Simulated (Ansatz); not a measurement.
**SiO2 (Stishovite): Wannier functions and tight-binding models**

Where do the localised orbitals of SiO2 (Stishovite) sit, how far are they spread, and how do the settings change that? The runs, in order: PBE, anion s p, 4×4×6; PBE, anion s p, 4×4×4; PBE, anion s p, 6×6×8; PBE, anion p, 4×4×6; PBE, cation s and anion p, disentangled, 4×4×6; r2SCAN, anion s p, 4×4×6; r2SCAN, cation s and anion p, disentangled, 4×4×6; r2SCAN, anion p, 4×4×6 (level, trial orbitals, Wannier mesh).

Computed with Ansatz 0.2.0 (plane waves, PAW, unless a step's input says otherwise).

1 further run of the same task is left out (it didn't finish).

**1. Starting point**

The structure is tetragonal, space group P4_2/mnm (No. 136). The conventional cell has a = 4.185 Å, b = 4.185 Å, c = 2.669 Å, α = 90.00°, β = 90.00°, γ = 90.00°. Si (site symmetry mmm) is surrounded by 6 O at 1.76 to 1.81 Å. O (site symmetry m2m) has 3 Si at 1.76 to 1.81 Å as nearest neighbours.

As a file:

```
Si O
1.0
     4.18519    0.00000    0.00000
     0.00000    4.18519    0.00000
     0.00000    0.00000    2.66884
Si O
2 4
Direct
  0.00000 0.00000 0.00000
  0.50000 0.50000 0.50000
  0.30610 0.30610 0.00000
  0.19390 0.80610 0.50000
  0.69390 0.69390 0.00000
  0.80610 0.19390 0.50000
```

Cell and atoms come from an earlier r2SCAN relaxation.

**2. PBE, anion s p, 4×4×6**

input.yaml

```yaml
crystal:
  lattice:
    - [4.1851894793, 0.0, 0.0]
    - [0.0, 4.1851894793, 0.0]
    - [0.0, 0.0, 2.6688395656]
  atoms:
    - { symbol: Si, position: [0.0, 0.0, 0.0] }
    - { symbol: Si, position: [0.5, 0.5, 0.5] }
    - { symbol: O, position: [0.3061010396, 0.3061010396, 0.0] }
    - { symbol: O, position: [0.1938989604, 0.8061010396, 0.5] }
    - { symbol: O, position: [0.6938989604, 0.6938989604, 0.0] }
    - { symbol: O, position: [0.8061010396, 0.1938989604, 0.5] }
kpoints:
  mp_grid: { grid: [6, 6, 8] }
  band_path:
    path:
      - [[0.0, 0.0, 0.0], [1.281212890366e-51, 0.5, -3.72647415385e-35], [0.5, 0.5, -1.86340470891e-34], [0.0, 0.0, 0.0], [1.476278207993e-50, 4.225641407777e-53, 0.5], [1.476278207993e-50, 0.5, 0.5], [0.5, 0.5, 0.5], [1.476278207993e-50, 4.225641407777e-53, 0.5]]
      - [[1.281212890366e-51, 0.5, -3.72647415385e-35], [1.476278207993e-50, 0.5, 0.5]]
      - [[0.5, 0.5, -1.86340470891e-34], [0.5, 0.5, 0.5]]
    npoints: 10
hamiltonian:
  xc: pbe
scf:
  occupations: { method: fixed }
  n_extra_bands: 6
output:
  forces: false
  stress: false
  eigenvalues: true
  wannier:
    kmesh: [4, 4, 6]
    projections: [{ species: O, l: s, shell: 2 }, { species: O, l: p, shell: 2 }]
    minimise: true
    write_hr: true
    conv_tol: 1.0e-08
    max_iter: 3000
  write_density: true
  write_potential: true
  elf: true
  volumetric_format: npy
```

On the command line:

```bash
ansatz run input.yaml --threads 4 --pin off --max-ram 5529MiB --backend cpu --events-out ev --progress --plain --runs-dir out
```

After this run come: PBE, anion s p, 4×4×4; PBE, anion s p, 6×6×8; PBE, anion p, 4×4×6; PBE, cation s and anion p, disentangled, 4×4×6; r2SCAN, anion s p, 4×4×6; r2SCAN, cation s and anion p, disentangled, 4×4×6; r2SCAN, anion p, 4×4×6.

Before running them: what should the planned runs give, taken together? Wanted: total spread, PBE, anion s p, 4×4×6; total spread, PBE, anion s p, 4×4×4; total spread, PBE, anion s p, 6×6×8; total spread, PBE, anion p, 4×4×6; total spread, PBE, cation s and anion p, disentangled, 4×4×6; total spread, r2SCAN, anion s p, 4×4×6; total spread, r2SCAN, cation s and anion p, disentangled, 4×4×6; total spread, r2SCAN, anion p, 4×4×6; centres of the first set.

The runs gave:

| quantity | value |
| --- | --- |
| total spread, PBE, anion s p, 4×4×6 | 9.36 Å² over 16 functions |
| total spread, PBE, anion s p, 4×4×4 | 9.25 Å² over 16 functions |
| total spread, PBE, anion s p, 6×6×8 | 9.50 Å² over 16 functions |
| total spread, PBE, anion p, 4×4×6 | 9.99 Å² over 12 functions |
| total spread, PBE, cation s and anion p, disentangled, 4×4×6 | 21.20 Å² over 14 functions |
| total spread, r2SCAN, anion s p, 4×4×6 | 9.14 Å² over 16 functions |
| total spread, r2SCAN, cation s and anion p, disentangled, 4×4×6 | 22.25 Å² over 14 functions |
| total spread, r2SCAN, anion p, 4×4×6 | 9.69 Å² over 12 functions |
| centres of the first set | 0.25 to 0.42 Å from the nearest atom |

**Reading.** With PBE, anion s p, 4×4×6 the 16 functions move off the atoms, with a mean spread of 0.59 Å²; 83 % of the total is gauge invariant. The total spread goes from 9.25 Å² on 4×4×4 to 9.50 Å² on 6×6×8: finite differences in k understate it on coarse meshes, while the largest miss of a band goes from 0.06 to 0.00 eV. On one set and mesh the functional gives 9.36 (PBE), 9.14 (r2SCAN) Å². The disentangled models miss some band by up to 5.2 eV, which may lie outside their frozen windows.
